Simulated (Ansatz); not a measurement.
# C: the cost of one run

Method: DFT PBE, scalar-relativistic, plane waves, PAW, in Ansatz 0.2.0.

A COD entry behind a cell of this session may itself be a prediction, so a difference from it is no test against experiment.

## 1. The system as given

The structure is hexagonal, space group P-6m2 (No. 187). The conventional cell has a = 2.522 Å, b = 2.522 Å, c = 31.930 Å, α = 90.00°, β = 90.00°, γ = 120.00°. Around C (site symmetry 3m) lie 3 C at 1.54 Å. Around C (site symmetry 3m) lie 4 C at 1.54 Å.

As a file:

```
CELL_PARAMETERS angstrom
2.52210 0.00000 0.00000
-1.26105 2.18420 0.00000
0.00000 0.00000 31.92974
ATOMIC_POSITIONS crystal
C 0.33333 0.66667 0.26621
C 0.00000 0.00000 0.28233
C 0.00000 0.00000 0.33070
C 0.66667 0.33333 0.34683
C 0.66667 0.33333 0.39520
C 0.00000 0.00000 0.41132
C 0.00000 0.00000 0.45969
C 0.33333 0.66667 0.47581
C 0.33333 0.66667 0.52419
C 0.00000 0.00000 0.54031
C 0.00000 0.00000 0.58868
C 0.66667 0.33333 0.60480
C 0.66667 0.33333 0.65317
C 0.00000 0.00000 0.66930
C 0.00000 0.00000 0.71767
C 0.33333 0.66667 0.73379
```

Slab cut from the bulk at the bulk's listed lattice constants, lower half held.

## 2. Relaxing the atoms

Input file input.yaml:

```yaml
crystal:
  lattice:
    - [2.52209884, 0.0, 0.0]
    - [-1.26104942, 2.18420167, 0.0]
    - [0.0, 0.0, 31.9297438605]
  atoms:
    - { symbol: C, position: [0.33333333, 0.66666667, 0.266209464] }
    - { symbol: C, position: [0.0, 0.0, 0.2823329468] }
    - { symbol: C, position: [0.0, 0.0, 0.3307034053] }
    - { symbol: C, position: [0.66666667, 0.33333333, 0.3468268881] }
    - { symbol: C, position: [0.66666667, 0.33333333, 0.3951973467] }
    - { symbol: C, position: [0.0, 0.0, 0.4113208294] }
    - { symbol: C, position: [0.0, 0.0, 0.459691288] }
    - { symbol: C, position: [0.33333333, 0.66666667, 0.4758147707] }
    - { symbol: C, position: [0.33333333, 0.66666667, 0.5241852293] }
    - { symbol: C, position: [0.0, 0.0, 0.540308712] }
    - { symbol: C, position: [0.0, 0.0, 0.5886791706] }
    - { symbol: C, position: [0.66666667, 0.33333333, 0.6048026533] }
    - { symbol: C, position: [0.66666667, 0.33333333, 0.6531731119] }
    - { symbol: C, position: [0.0, 0.0, 0.6692965947] }
    - { symbol: C, position: [0.0, 0.0, 0.7176670532] }
    - { symbol: C, position: [0.33333333, 0.66666667, 0.733790536] }
basis:
  ecutwfc: 600.0
  fft_grid_basis: typed
kpoints:
  mp_grid: { grid: [12, 12, 1] }
hamiltonian:
  xc: pbe
  pseudopotentials: { kind: paw }
scf:
  occupations: { method: gaussian, width: 0.1 }
output:
  forces: true
  eigenvalues: true
efield:
  axis: 3
  dipole_correction: true
  ramp_width: 0.04
relax:
  adjacent_minimum: "off"
  f_tol: 0.04
  max_steps: 40
  constraints: [{ sites: [0, 1, 2, 3, 4, 5, 6, 7] }]
```

On the command line:

```
$ ansatz run input.yaml --threads 2 --pin off --max-ram 4423MiB --backend cpu --events-out ev --progress --plain --runs-dir out
```

**Question.** How long does this run take on 2 threads of AMD EPYC 9R14 (Zen 4), shared host, and how much memory does it need?

About 49 s, with a peak of 0.68 GiB.
